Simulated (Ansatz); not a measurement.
## ClFH₂InN, SMILES [NH2][In]([F])[Cl]: harmonic frequencies at the relaxed geometry, step by step

Program: Ansatz's Python interface.

The cells in order, each with its output:

**Cell 1**
```python
import itertools
import warnings

import ansatz as az
from ase.data import atomic_numbers, covalent_radii
import numpy as np
```

**Cell 2**
```python
GEOMETRY = '''
N    -0.24900    0.92740   -0.63200
In    0.05950   -0.95570    0.09940
F    -0.41720   -1.46640   -1.44980
Cl    0.89390   -0.98210    2.13730
H    -0.91100    1.13410    0.16520
H     0.66600    1.27870   -0.36620
'''
```

**Cell 3**
```python
warnings.simplefilter('ignore', az.DeckWarning)
```

**Cell 4**
```python
mol = az.Crystal.molecule()
for line in GEOMETRY.strip().splitlines():
    symbol, *xyz = line.split()
    mol = mol.atom(symbol, [float(v) for v in xyz])
```

**Cell 5**
```python
job = mol.calculation()
job = job.basis(gaussian='def2-SVP')
job = job.functional('pbe0')
symbols = [site.symbol for site in mol.cartesian_sites]
start = np.array([site.position_ang for site in mol.cartesian_sites], dtype=float)
rep = job.relax(force_tolerance=0.003).run().report
end = np.array(rep['positions_ang'])

# pairs closer than 1.2 times the sum of covalent radii, before or after
radius = [covalent_radii[atomic_numbers[s]] for s in symbols]
span = lambda where, i, j: np.linalg.norm(where[i] - where[j])
bonded = [(i, j) for i, j in itertools.combinations(range(len(symbols)), 2) if min(span(start, i, j), span(end, i, j)) < 1.2 * (radius[i] + radius[j])]
print('pair        before    after (A)')
for i, j in bonded:
    print(f'{symbols[i]}{i}-{symbols[j]}{j}'.ljust(10), f'{span(start, i, j):8.4f} {span(end, i, j):8.4f}')
```
Output:
```text
pair        before    after (A)
N0-In1       2.0436   2.0138
N0-H4        1.0566   1.0177
N0-H5        1.0155   1.0173
In1-F2       1.6994   1.9522
In1-Cl3      2.2023   2.3300
```

**Cell 6**
```python
# frequencies need a stationary point, so they are taken at the relaxed geometry
minimum = az.Crystal.molecule()
for symbol, place in zip(symbols, end):
    minimum = minimum.atom(symbol, place.tolist())
vibrating = (
    minimum.calculation()
    .basis(gaussian='def2-SVP')
    .functional('pbe0')
    .phonons(temperatures=(298.15, 498.15, 100))
)
vib = vibrating.run().report['vibrations']
sums = vib['harmonic_sums']
modes = [m['omega_inv_cm'] for m in sums['modes_at_gamma'] if m['rigid_motion'] == 'no']
for number, w in enumerate(modes, start=1):
    print(f'mode {number:2d} {w:9.1f} 1/cm {w / 8065.544 * 1000:8.2f} meV')
print('imaginary modes:', sum(w < 0 for w in modes), ' zero-point energy:', round(sums['zero_point_energy_ev'], 4), 'eV')
print('T (K)   F_vib (eV)   S_vib (meV/K)   C_vib (meV/K)')
for row in zip(sums['temperatures_k'], sums['vibrational_free_energy_ev'], vib['entropy_ev_per_k'], vib['heat_capacity_ev_per_k']):
    print(f'{row[0]:6.1f} {row[1]:11.4f} {1000 * row[2]:13.4f} {1000 * row[3]:15.4f}')
```
Output:
```text
mode  1      99.6 1/cm    12.35 meV
mode  2     126.4 1/cm    15.68 meV
mode  3     131.8 1/cm    16.34 meV
mode  4     253.0 1/cm    31.36 meV
mode  5     374.6 1/cm    46.44 meV
mode  6     450.9 1/cm    55.90 meV
mode  7     612.7 1/cm    75.97 meV
mode  8     641.3 1/cm    79.52 meV
mode  9     818.5 1/cm   101.48 meV
mode 10    1520.1 1/cm   188.47 meV
mode 11    3566.3 1/cm   442.16 meV
mode 12    3676.8 1/cm   455.86 meV
imaginary modes: 0  zero-point energy: 0.7608 eV
T (K)   F_vib (eV)   S_vib (meV/K)   C_vib (meV/K)
 298.1      0.6768        0.6054          0.5672
 398.1      0.6072        0.7813          0.6471
 498.1      0.5213        0.9324          0.7005
```

**Cell 7**
```python
# all hydrogen replaced by deuterium
heavier = vibrating.phonons(masses={'H': 2.014102}).run().report['vibrations']['harmonic_sums']
print('deuterated (1/cm):', ' '.join(f'{m["omega_inv_cm"]:.0f}' for m in heavier['modes_at_gamma'] if m['rigid_motion'] == 'no'))
print('zero-point energy falls by', round(sums['zero_point_energy_ev'] - heavier['zero_point_energy_ev'], 4), 'eV')
```
Output:
```text
deuterated (1/cm): 93 124 128 185 354 378 577 605 623 1124 2577 2711
zero-point energy falls by 0.1731 eV
```

Caveats:
- The frequencies are harmonic and unscaled, in a modest basis.
- def2 sets replace the cores of elements past krypton by effective core potentials.
- It ran for 4.5 min on 1 thread of Arm Neoverse V1, with other jobs on the host, peak memory 0.26 GiB.
